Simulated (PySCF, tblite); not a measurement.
# SiH₄S: bond homolysis, EPR parameters, part 2 of 3

tblite 0.8.0 and PySCF 2.14.0. Atoms count from 0. The steps go on from the part before.

### 13 Infrared spectrum with GFN2-xTB

What the job is given:

```
{"job": {"kind": "ir", "xc": "GFN2-xTB", "basis": "xTB"}, "charge": 0, "multiplicity": 2}
Si    -0.571475     0.004080    -0.005830
S      1.394364     0.765445    -0.220854
H     -0.668945    -0.530641     1.345400
H     -1.482516     1.120996    -0.217929
H     -0.733809    -1.034261    -1.014161
```

The program printed:

```text
mode    cm-1     km/mol
  1     508.9     46.80
  2     509.8     47.09
  3     527.8     17.81
  4     758.3    132.23
  5     759.1    131.83
  6     763.0    424.20
  7    2310.5    260.24
  8    2313.0    263.73
  9    2325.6     24.98
ZPE 64.454  H(298)-E 76.763  G(298)-E -0.753 kJ/mol  S 259.99 J/(mol K)
```

Wall time 0.11 s (1 thread of Arm Neoverse V1, shared host).

The strongest bands and the atoms that carry them (share of the mass-weighted mode):

| cm⁻¹ | km/mol | atoms |
| --- | --- | --- |
| 509 | 46.8 | H2 44 %, H4 42 % |
| 510 | 47.1 | H3 56 %, H4 18 %, H2 16 % |
| 758 | 132.2 | H3 52 %, H4 38 % |
| 759 | 131.8 | H2 56 %, H4 27 %, H3 13 % |
| 763 | 424.2 | H2 33 %, H4 31 %, H3 30 % |
| 2310 | 260.2 | H3 75 %, H2 12 % |
| 2313 | 263.7 | H4 50 %, H2 46 % |
| 2326 | 25.0 | H2 39 %, H4 38 %, H3 22 % |

### 14 Geometry optimisation at PBE0-D3(BJ)/def2-SVP

This step treats SiH₃S radical, labelled `[SiH3][S]` (the label fixes atoms and charge, not where charge and spin sit).

What the job is given:

```
{"job": {"xc": "PBE0", "basis": "def2-SVP", "d3": "d3bj", "grid": 1, "kind": "geom"}, "charge": 0, "multiplicity": 2}
Si    -0.571475     0.004080    -0.005830
S      1.394364     0.765445    -0.220854
H     -0.668945    -0.530641     1.345400
H     -1.482516     1.120996    -0.217929
H     -0.733809    -1.034261    -1.014161
```

The program printed:

```text
step   0  E = -688.97456583  max force = 0.014040
step   1  E = -688.97768514  max force = 0.002499
step   2  E = -688.97777642  max force = 0.000405
step   3  E = -688.97777969  max force = 0.000109
optimisation converged
```

Run time: 4.9 s. Hardware: 1 thread of Arm Neoverse V1, shared host.

The steps of the relaxation:

| step | energy from step 0 (eV) | largest force component (eV/Å) |
| --- | --- | --- |
| 0 | 0.0000 | 0.7220 |
| 1 | -0.0849 | 0.1285 |
| 2 | -0.0874 | 0.0208 |
| 3 | -0.0875 | 0.0056 |

Close pairs (by a distance rule), those that changed most:

| bond | before (Å) | after (Å) | change (Å) |
| --- | --- | --- | --- |
| Si0–H2 | 1.456 | 1.498 | +0.041 |
| Si0–H4 | 1.456 | 1.493 | +0.037 |
| Si0–H3 | 1.457 | 1.493 | +0.036 |
| Si0–S1 | 2.119 | 2.130 | +0.011 |

The final coordinates are the input of the step that follows.

| at the end point | value |
| --- | --- |
| point group (found at 0.08 Å tolerance) | Cs |
| rotational constants (GHz, main isotopes) | 84.635, 6.444, 6.443 |
| dipole moment (D) | 1.11 |
| ⟨S²⟩ | 0.754 |

### 15 Harmonic vibrations (SiH₃S radical, [SiH3][S]): PBE0-D3(BJ)/def2-SVP

What the job is given:

```
{"job": {"xc": "PBE0", "basis": "def2-SVP", "d3": "d3bj", "grid": 2, "kind": "hessian"}, "charge": 0, "multiplicity": 2}
Si    -0.535155     0.030755    -0.050693
S      1.461584     0.772561    -0.091302
H     -0.666729    -0.541362     1.327363
H     -1.550135     1.109756    -0.238196
H     -0.767218    -1.045873    -1.058893
```

The program printed:

```text
coarse grid: 5112 points
cycle   1  E = -688.8925275259  dE = -1.368e-01  |g| = 1.160e-01  |ddm| = 1.459e+00
cycle   2  E = -688.8953871356  dE = -2.860e-03  |g| = 1.215e-01  |ddm| = 3.613e-01
cycle   3  E = -688.9066966498  dE = -1.131e-02  |g| = 1.114e-02  |ddm| = 2.152e-01
cycle   4  E = -688.9069067885  dE = -2.101e-04  |g| = 3.106e-03  |ddm| = 2.800e-02
cycle   5  E = -688.9069221083  dE = -1.532e-05  |g| = 1.373e-03  |ddm| = 7.104e-03
cycle   6  E = -688.9069242055  dE = -2.097e-06  |g| = 3.626e-04  |ddm| = 2.559e-03
final grid: 39792 points
cycle   7  E = -688.9777722553  dE = -4.655e-06  |g| = 1.920e-03  |ddm| = 1.041e-02
cycle   8  E = -688.9777724515  dE = -1.962e-07  |g| = 1.788e-03  |ddm| = 6.136e-03
cycle   9  E = -688.9777746862  dE = -2.235e-06  |g| = 1.413e-04  |ddm| = 3.133e-03
cycle  10  E = -688.9777747076  dE = -2.143e-08  |g| = 4.767e-05  |ddm| = 2.723e-04
cycle  11  E = -688.9777747139  dE = -6.275e-09  |g| = 2.135e-05  |ddm| = 1.778e-04
cycle  12  E = -688.9777747162  dE = -2.336e-09  |g| = 1.182e-05  |ddm| = 1.162e-04
cycle  13  E = -688.9777747182  dE = -1.980e-09  |g| = 1.068e-05  |ddm| = 1.210e-04
cycle  14  E = -688.9777747205  dE = -2.315e-09  |g| = 1.007e-05  |ddm| = 1.512e-04
cycle  15  E = -688.9777747260  dE = -5.475e-09  |g| = 8.737e-06  |ddm| = 3.989e-04
cycle  16  E = -688.9777747351  dE = -9.158e-09  |g| = 5.461e-06  |ddm| = 9.163e-04
cycle  17  E = -688.9777747395  dE = -4.386e-09  |g| = 2.445e-06  |ddm| = 9.188e-04
cycle  18  E = -688.9777747399  dE = -4.127e-10  |g| = 6.309e-07  |ddm| = 3.295e-04
cycle  19  E = -688.9777747399  dE = -4.320e-12  |g| = 3.041e-07  |ddm| = 4.060e-05
converged SCF energy = -688.9777747399

mode    cm-1
  1     453.4
  2     492.4
  3     557.7
  4     896.3
  5     898.5
  6     964.3
  7    2206.8
  8    2232.9
  9    2234.5
ZPE 65.417  H(298)-E 77.505  G(298)-E -2.545 kJ/mol  S 268.49 J/(mol K)
```

Wall time 19 s (1 thread of Arm Neoverse V1, shared host); peak memory 0.68 GiB.

Zero-point energy 65.42 kJ/mol (xTB gave 64.45).

### 16 Single point (SiH3S radical, [SiH3][S]): M06-2X/def2-TZVP

Geometry: PBE0-D3(BJ)/def2-SVP.

What the job is given:

```
{"job": {"kind": "sp", "xc": "M06-2X", "basis": "def2-TZVP", "grid": 3}, "charge": 0, "multiplicity": 2}
Si    -0.535155     0.030755    -0.050693
S      1.461584     0.772561    -0.091302
H     -0.666729    -0.541362     1.327363
H     -1.550135     1.109756    -0.238196
H     -0.767218    -1.045873    -1.058893
```

The program printed:

```text
coarse grid: 20144 points
cycle   1  E = -689.4065447552  dE = -1.368e-01  |g| = 1.580e-01  |ddm| = 1.137e+00
cycle   2  E = -689.4211169794  dE = -1.457e-02  |g| = 1.325e-01  |ddm| = 2.540e-01
cycle   3  E = -689.4331087383  dE = -1.199e-02  |g| = 2.415e-02  |ddm| = 1.443e-01
cycle   4  E = -689.4340221359  dE = -9.134e-04  |g| = 7.704e-03  |ddm| = 3.572e-02
cycle   5  E = -689.4341804783  dE = -1.583e-04  |g| = 2.334e-03  |ddm| = 1.551e-02
cycle   6  E = -689.4341958862  dE = -1.541e-05  |g| = 9.020e-04  |ddm| = 5.246e-03
cycle   7  E = -689.4341975867  dE = -1.701e-06  |g| = 4.023e-04  |ddm| = 1.680e-03
final grid: 67488 points
cycle   8  E = -689.4333751862  dE = -5.948e-06  |g| = 1.075e-03  |ddm| = 4.456e-03
cycle   9  E = -689.4333755456  dE = -3.594e-07  |g| = 4.996e-04  |ddm| = 1.204e-03
cycle  10  E = -689.4333756561  dE = -1.105e-07  |g| = 1.142e-04  |ddm| = 4.788e-04
cycle  11  E = -689.4333756864  dE = -3.025e-08  |g| = 6.352e-05  |ddm| = 2.231e-04
cycle  12  E = -689.4333757000  dE = -1.365e-08  |g| = 3.138e-05  |ddm| = 1.593e-04
cycle  13  E = -689.4333757060  dE = -6.012e-09  |g| = 1.576e-05  |ddm| = 1.376e-04
converged SCF energy = -689.4333757060
```

It took 5.4 s on 1 thread of Arm Neoverse V1, shared host.

### 17 Relaxing the molecule with GFN2-xTB

This step treats SiH₃S radical, labelled `[SiH2]S` (the label fixes atoms and charge, not where charge and spin sit).

What the job is given:

```
{"job": {"kind": "relax", "xc": "GFN2-xTB", "basis": "xTB"}, "charge": 0, "multiplicity": 2}
Si    -0.510900    -0.011000    -0.005500
S      1.427000     0.846200    -0.236300
H     -1.441700     1.129700    -0.213000
H     -0.795700    -1.056500    -1.032300
H      2.084400    -0.324500     0.046600
```

The program printed:

```text
step      E/eV     max force
  0    -175.89865    1.126
  1    -175.93959    0.641
  2    -175.95523    0.212
  3    -175.95661    0.136
  4    -175.95948    0.119
  5    -175.96079    0.142
  6    -175.96240    0.127
  7    -175.96323    0.083
  8    -175.96353    0.047
  9    -175.96362    0.029
 10    -175.96367    0.026
 11    -175.96375    0.033
 12    -175.96388    0.049
 13    -175.96402    0.048
 14    -175.96410    0.026
 15    -175.96412    0.011
 16    -175.96413    0.011
 17    -175.96415    0.018
 18    -175.96418    0.027
 19    -175.96422    0.029
 20    -175.96426    0.019
 21    -175.96427    0.009
```

Run time: 0.06 s. Hardware: 1 thread of Arm Neoverse V1, shared host.

Step by step:

| step | energy from step 0 (eV) | largest force (eV/Å) |
| --- | --- | --- |
| 0 | 0.0000 | 1.1262 |
| 1 | -0.0409 | 0.6407 |
| 2 | -0.0566 | 0.2122 |
| 3 | -0.0580 | 0.1358 |
| 4 | -0.0608 | 0.1189 |
| 5 | -0.0621 | 0.1419 |
| 6 | -0.0637 | 0.1270 |
| 7 | -0.0646 | 0.0825 |
| 8 | -0.0649 | 0.0467 |
| 9 | -0.0650 | 0.0294 |
| 10 | -0.0650 | 0.0258 |
| 11 | -0.0651 | 0.0335 |
| 12 | -0.0652 | 0.0494 |
| 13 | -0.0654 | 0.0484 |
| 14 | -0.0654 | 0.0265 |
| 15 | -0.0655 | 0.0109 |
| 16 | -0.0655 | 0.0110 |
| 17 | -0.0655 | 0.0179 |
| 18 | -0.0655 | 0.0266 |
| 19 | -0.0656 | 0.0287 |
| 20 | -0.0656 | 0.0187 |
| 21 | -0.0656 | 0.0094 |

Distances of close pairs at the start and the end, largest changes first:

| bond | before (Å) | after (Å) | change (Å) |
| --- | --- | --- | --- |
| S1–H4 | 1.372 | 1.326 | -0.047 |
| Si0–H3 | 1.493 | 1.454 | -0.038 |
| Si0–H2 | 1.487 | 1.449 | -0.038 |
| Si0–S1 | 2.132 | 2.151 | +0.020 |

The end geometry stands in the next job.

### 18 Harmonic vibrations with GFN2-xTB

What the job is given:

```
{"job": {"kind": "ir", "xc": "GFN2-xTB", "basis": "xTB"}, "charge": 0, "multiplicity": 2}
Si    -0.553609     0.005986    -0.049615
S      1.433083     0.803867    -0.261682
H     -1.446601     1.140490    -0.171094
H     -0.748226    -1.058886    -1.020860
H      2.078521    -0.307514     0.062791
```

The program printed:

```text
mode    cm-1     km/mol
  1     145.9     26.24
  2     489.7     39.56
  3     511.2     37.91
  4     556.5     71.50
  5     698.1    102.24
  6     741.1    148.57
  7    2316.3    232.81
  8    2376.4    265.46
  9    2455.7    120.33
ZPE 61.552  H(298)-E 75.393  G(298)-E -7.924 kJ/mol  S 279.45 J/(mol K)
```

Run time: 0.09 s. Hardware: 1 thread of Arm Neoverse V1, shared host.

Which atoms move in the most intense modes:

| cm⁻¹ | km/mol | atoms |
| --- | --- | --- |
| 490 | 39.6 | H2 51 %, H3 21 %, S1 13 %, Si0 10 % |
| 511 | 37.9 | Si0 42 %, S1 35 %, H3 12 % |
| 556 | 71.5 | H3 62 %, H2 25 % |
| 698 | 102.2 | H3 39 %, H4 29 %, H2 25 % |
| 741 | 148.6 | H4 53 %, H2 30 % |
| 2316 | 232.8 | H3 96 % |
| 2376 | 265.5 | H2 94 % |
| 2456 | 120.3 | H4 96 % |

### 19 Relaxing the molecule at PBE0-D3(BJ)/def2-SVP

This step treats SiH₃S radical, labelled `[SiH2]S` (the label fixes atoms and charge, not where charge and spin sit).

What the job is given:

```
{"job": {"xc": "PBE0", "basis": "def2-SVP", "d3": "d3bj", "grid": 1, "kind": "geom"}, "charge": 0, "multiplicity": 2}
Si    -0.553609     0.005986    -0.049615
S      1.433083     0.803867    -0.261682
H     -1.446601     1.140490    -0.171094
H     -0.748226    -1.058886    -1.020860
H      2.078521    -0.307514     0.062791
```

The program printed:

```text
step   0  E = -688.97693379  max force = 0.019841
step   1  E = -688.97933536  max force = 0.005585
step   2  E = -688.97956426  max force = 0.000786
step   3  E = -688.97959369  max force = 0.000654
step   4  E = -688.97960988  max force = 0.000588
step   5  E = -688.97960702  max force = 0.000531
step   6  E = -688.97961591  max force = 0.000146
optimisation converged
```

It took 6 s on 1 thread of Arm Neoverse V1, shared host.

Relaxation path:

| step | energy from step 0 (eV) | largest force component (eV/Å) |
| --- | --- | --- |
| 0 | 0.0000 | 1.0203 |
| 1 | -0.0654 | 0.2872 |
| 2 | -0.0716 | 0.0404 |
| 3 | -0.0724 | 0.0336 |
| 4 | -0.0728 | 0.0302 |
| 5 | -0.0727 | 0.0273 |
| 6 | -0.0730 | 0.0075 |

Distances of close pairs at the start and the end, largest changes first:

| bond | before (Å) | after (Å) | change (Å) |
| --- | --- | --- | --- |
| Si0–H2 | 1.449 | 1.495 | +0.046 |
| Si0–H3 | 1.454 | 1.500 | +0.046 |
| S1–H4 | 1.326 | 1.352 | +0.026 |
| Si0–S1 | 2.151 | 2.144 | -0.007 |

The final coordinates are the input of the step that follows.

| at the end point | value |
| --- | --- |
| point group (found at 0.08 Å tolerance) | C1 |
| rotational constants (GHz, main isotopes) | 88.407, 6.628, 6.328 |
| dipole moment (D) | 1.07 |
| ⟨S²⟩ | 0.752 |

### 20 Harmonic vibrations (SiH₃S radical, [SiH2]S): PBE0-D3(BJ)/def2-SVP

What the job is given:

```
{"job": {"xc": "PBE0", "basis": "def2-SVP", "d3": "d3bj", "grid": 2, "kind": "hessian"}, "charge": 0, "multiplicity": 2}
Si    -0.557628     0.027833    -0.046532
S      1.440001     0.807469    -0.043461
H     -1.428136     1.197710    -0.376886
H     -0.727667    -1.053878    -1.072416
H      2.037314    -0.396596     0.099961
```

The program printed:

```text
coarse grid: 5112 points
cycle   1  E = -688.8950359713  dE = -7.079e-02  |g| = 1.353e-01  |ddm| = 1.491e+00
cycle   2  E = -688.8943159711  dE =  7.200e-04  |g| = 1.436e-01  |ddm| = 3.887e-01
cycle   3  E = -688.9088729591  dE = -1.456e-02  |g| = 1.656e-02  |ddm| = 2.279e-01
cycle   4  E = -688.9091001116  dE = -2.272e-04  |g| = 6.080e-03  |ddm| = 3.483e-02
cycle   5  E = -688.9091361170  dE = -3.601e-05  |g| = 1.704e-03  |ddm| = 1.101e-02
cycle   6  E = -688.9091396110  dE = -3.494e-06  |g| = 4.586e-04  |ddm| = 3.799e-03
final grid: 39792 points
cycle   7  E = -688.9795976589  dE = -4.173e-06  |g| = 1.947e-03  |ddm| = 1.012e-02
cycle   8  E = -688.9795971073  dE =  5.516e-07  |g| = 2.071e-03  |ddm| = 5.830e-03
cycle   9  E = -688.9795999314  dE = -2.824e-06  |g| = 1.447e-04  |ddm| = 3.194e-03
cycle  10  E = -688.9795999486  dE = -1.722e-08  |g| = 2.417e-05  |ddm| = 2.540e-04
cycle  11  E = -688.9795999493  dE = -6.546e-10  |g| = 8.463e-06  |ddm| = 6.185e-05
cycle  12  E = -688.9795999494  dE = -9.891e-11  |g| = 2.297e-06  |ddm| = 2.396e-05
converged SCF energy = -688.9795999494

mode    cm-1
  1     251.3
  2     519.7
  3     553.8
  4     674.2
  5     809.2
  6     897.6
  7    2174.6
  8    2228.6
  9    2712.2
ZPE 64.725  H(298)-E 77.623  G(298)-E -3.819 kJ/mol  S 273.16 J/(mol K)
```

Wall time 18 s (1 thread of Arm Neoverse V1, shared host); peak memory 0.74 GiB.

Zero-point energy 64.72 kJ/mol (xTB gave 61.55).

### 21 Single point (SiH3S radical, [SiH2]S): M06-2X/def2-TZVP

Geometry: PBE0-D3(BJ)/def2-SVP.

What the job is given:

```
{"job": {"kind": "sp", "xc": "M06-2X", "basis": "def2-TZVP", "grid": 3}, "charge": 0, "multiplicity": 2}
Si    -0.557628     0.027833    -0.046532
S      1.440001     0.807469    -0.043461
H     -1.428136     1.197710    -0.376886
H     -0.727667    -1.053878    -1.072416
H      2.037314    -0.396596     0.099961
```

The program printed:

```text
coarse grid: 20144 points
cycle   1  E = -689.4149059909  dE = -6.473e-02  |g| = 1.589e-01  |ddm| = 1.193e+00
cycle   2  E = -689.4249529111  dE = -1.005e-02  |g| = 1.263e-01  |ddm| = 2.927e-01
cycle   3  E = -689.4347269885  dE = -9.774e-03  |g| = 2.249e-02  |ddm| = 1.332e-01
cycle   4  E = -689.4351988440  dE = -4.719e-04  |g| = 7.219e-03  |ddm| = 3.649e-02
cycle   5  E = -689.4352851084  dE = -8.626e-05  |g| = 3.018e-03  |ddm| = 1.702e-02
cycle   6  E = -689.4353004988  dE = -1.539e-05  |g| = 1.110e-03  |ddm| = 6.928e-03
cycle   7  E = -689.4353034156  dE = -2.917e-06  |g| = 3.998e-04  |ddm| = 3.129e-03
final grid: 67488 points
cycle   8  E = -689.4345833653  dE = -4.593e-06  |g| = 1.446e-03  |ddm| = 4.809e-03
cycle   9  E = -689.4345837559  dE = -3.907e-07  |g| = 8.790e-04  |ddm| = 1.868e-03
cycle  10  E = -689.4345840770  dE = -3.210e-07  |g| = 1.596e-04  |ddm| = 8.536e-04
cycle  11  E = -689.4345841003  dE = -2.332e-08  |g| = 5.476e-05  |ddm| = 2.373e-04
cycle  12  E = -689.4345841075  dE = -7.227e-09  |g| = 2.178e-05  |ddm| = 1.653e-04
converged SCF energy = -689.4345841075
```

It took 5 s on 1 thread of Arm Neoverse V1, shared host.

(Part 2 of 3 ends here.)
